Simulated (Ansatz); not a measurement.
# GeP2S4: the cost of one run

Computed with Ansatz 0.2.0 (DFT PBE, scalar-relativistic, plane waves, PAW, unless a step's input says otherwise).

## Step 1: The structure to begin with

The structure is tetragonal, space group I4/mmm (No. 139). Conventional cell: a = 4.303 Å, b = 4.303 Å, c = 14.034 Å, α = 90.00°, β = 90.00°, γ = 90.00°. Ge (site symmetry 4/mmm) has 6 S at 2.15 Å in its first shell of neighbours. P (site symmetry 4mm) has 9 S at 2.81 to 3.04 Å in its first shell of neighbours. S (site symmetry mmm) is surrounded by 2 Ge at 2.15 Å. S (site symmetry 4mm) has 1 Ge at 2.15 Å in its first shell of neighbours.

As a file:

```cif
data_structure
_symmetry_space_group_name_H-M 'I4/mmm'
_symmetry_Int_Tables_number 139
_cell_length_a 4.3029
_cell_length_b 4.3029
_cell_length_c 14.0335
_cell_angle_alpha 90.000
_cell_angle_beta 90.000
_cell_angle_gamma 90.000
_cell_volume 259.83
loop_
_atom_site_label
_atom_site_type_symbol
_atom_site_symmetry_multiplicity
_atom_site_Wyckoff_symbol
_atom_site_fract_x
_atom_site_fract_y
_atom_site_fract_z
_atom_site_occupancy
Ge1 Ge 2 a 0.00000 0.00000 0.00000 1
P1 P 4 e 0.00000 0.00000 0.35377 1
S1 S 4 c 0.00000 0.50000 0.00000 1
S2 S 4 e 0.00000 0.00000 0.15331 1
```

This is candidate A: K2NiF4 type (I4/mmm, No. 139).

(A quick probe on a coarse mesh, which set the mesh and smearing, is not shown.)

## Step 3: Coarse relaxation (candidate A)

Contents of input.yaml:

```yaml
crystal:
  lattice:
    - [-2.1514537948, 2.1514537948, 7.0167523713]
    - [2.1514537948, -2.1514537948, 7.0167523713]
    - [2.1514537948, 2.1514537948, -7.0167523713]
  atoms:
    - { symbol: Ge, position: [0.0, 0.0, 0.0] }
    - { symbol: P, position: [0.35377, 0.35377, 0.0] }
    - { symbol: P, position: [0.64623, 0.64623, 0.0] }
    - { symbol: S, position: [0.5, 0.0, 0.5] }
    - { symbol: S, position: [0.0, 0.5, 0.5] }
    - { symbol: S, position: [0.15331, 0.15331, 0.0] }
    - { symbol: S, position: [0.84669, 0.84669, 0.0] }
basis:
  ecutwfc: 420
kpoints:
  mp_grid: { grid: [6, 6, 6] }
hamiltonian:
  xc: pbe
scf:
  occupations: { method: gaussian, width: 0.1 }
  lower_state_search: "off"
output:
  forces: true
  stress: true
  eigenvalues: true
relax:
  adjacent_minimum: "off"
  f_tol: 0.04
  max_steps: 70
  cell: { stress_tol: 0.4 }
```

Launch:

```console
$ ansatz run input.yaml --threads 1 --pin off --max-ram 2560MiB --backend cpu --events-out ev --progress --plain --runs-dir out
```

Q: Estimate wall time and peak memory on 1 thread of Arm Neoverse V2, shared host.

About 1.9 min, with a peak of 0.47 GiB.
